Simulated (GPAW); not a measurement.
Runs of GPAW 26.7.0 on NbSi. It takes space group Fm-3m (No. 225, cubic). Conventional cell: a = 5.148 Å, b = 5.148 Å, c = 5.148 Å, α = 90.00°, β = 90.00°, γ = 90.00°. Nb (site symmetry m-3m) has 6 Si at 2.57 Å as nearest neighbours. Around Si (site symmetry m-3m) lie 6 Nb at 2.57 Å. The cell was built by a generator and needn't be a form met in nature.

```csv
potentials or basis,data set,V0 of scaled cells (Å³/atom),B0 (GPa)
"GPAW PAW data sets (gpaw-data 1.2.1), other valence, pw",Nb 5,17.29,154
"PAW data sets generated in the run's folder for this functional, pw",-,17.05,151
"JTH PAW 2.0, PBE, pw","Nb jth, Si jth",17.05,(a)
"GPAW PAW data sets (gpaw-data 1.2.1), pw",-,17.05,151
```

Alike in all rows: task equation of state; level PBE; no spin polarisation; cell as given; k mesh 9 × 9 × 9; cutoff (eV) 600; smearing fermi-dirac 0.05 eV.

Problem. Estimate the missing entries.

Solution. (a) 152.

Caveats: the program truncates these outside data sets (some runs).
